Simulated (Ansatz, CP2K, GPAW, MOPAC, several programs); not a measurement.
**What each method gives for Sr2C (antifluorite)**

Sr2C in the antifluorite structure, relaxed with r2SCAN in Ansatz, was computed with several methods. It is cubic, Fm-3m (No. 225); a = 6.720 Å in the conventional setting, 25.29 Å³ an atom. C has 8 Sr at 2.91 Å; Sr has 4 C at 2.91 Å. The calculation is spin-unpolarised, and the structure need not be a phase that has been made.

```yaml
crystal:
  lattice:
    - [0.00000, 3.36014, 3.36014]
    - [3.36014, 0.00000, 3.36014]
    - [3.36014, 3.36014, 0.00000]
  atoms:
    - { symbol: C, position: [0.00000, 0.00000, 0.00000] }
    - { symbol: Sr, position: [0.25000, 0.25000, 0.25000] }
    - { symbol: Sr, position: [0.75000, 0.75000, 0.75000] }
```

Gaps and times are for a single point on this cell; volume and bulk modulus come from each method's own relaxation or energy curve at fixed shape. Times are rough, from shared hosts (Arm Neoverse V1), and each method has its own mesh and cell size. PM6 (MOPAC) and PM7 (MOPAC): levels, charges or heat of formation failed a check of plausibility, so no values are given. PM6 (MOPAC), PM7 (MOPAC), GFN1-xTB (tblite) treat a cluster of cells at its zone centre, which samples few k points: where these miss a band edge, the gap comes out too large for that reason alone. Gaps from k meshes are read at a limited set of points (mesh, symmetry points, PBE's band edges), so each method's own least gap may be somewhat smaller. xTB and the PM methods were fitted mostly to molecules, and can miss a solid's gap by electronvolts. Minimal bases can be far off for gaps. d marks a direct gap, i an indirect one (no mark: not told apart), a dash a value that wasn't computed or didn't pass its checks.

| method | kind | gap (eV) | own volume (Å³/atom) | bulk modulus (GPa) | atoms computed | processor time |
| --- | --- | --- | --- | --- | --- | --- |
| light PBE (260 eV and a coarse mesh) | light plane-wave | overlap 0.11 | – | – | 3 | 0.77 s |
| PBE | semilocal | overlap 0.11 | 25.52 | 34 | 3 | 1.8 s |
| PM6 (MOPAC) | semi-empirical | – | – | – | 96 | 3.8 s |
| r2SCAN | semilocal | 0.07 d | 25.29 | 38 | 3 | 5.3 s |
| PBE/SZV (CP2K) | small basis | overlap 0.19 | – | – | 3 | 9.1 s |
| GFN1-xTB (tblite) | tight binding | 10.97 | – | – | cluster | 15 s |
| PBE/DZVP (CP2K) | small basis | 0 | 25.91 | 39 | 3 | 20 s |
| PM7 (MOPAC) | semi-empirical | – | – | – | 96 | 25 s |
| PBE/single zeta (GPAW) | small basis | 0 | – | – | 3 | 60 s |

Volumes against r2SCAN's: PBE +0.9 %, PBE/DZVP (CP2K) +2.4 %.

Runs without a result: GFN2-xTB (tblite) (single point).

With PBE the bands overlap or touch, or nearly. Semilocal functionals can close a real gap, so this doesn't show a metal; small gaps of other methods may in turn close between the points read or with spin-orbit coupling, and the solid may be a semimetal.
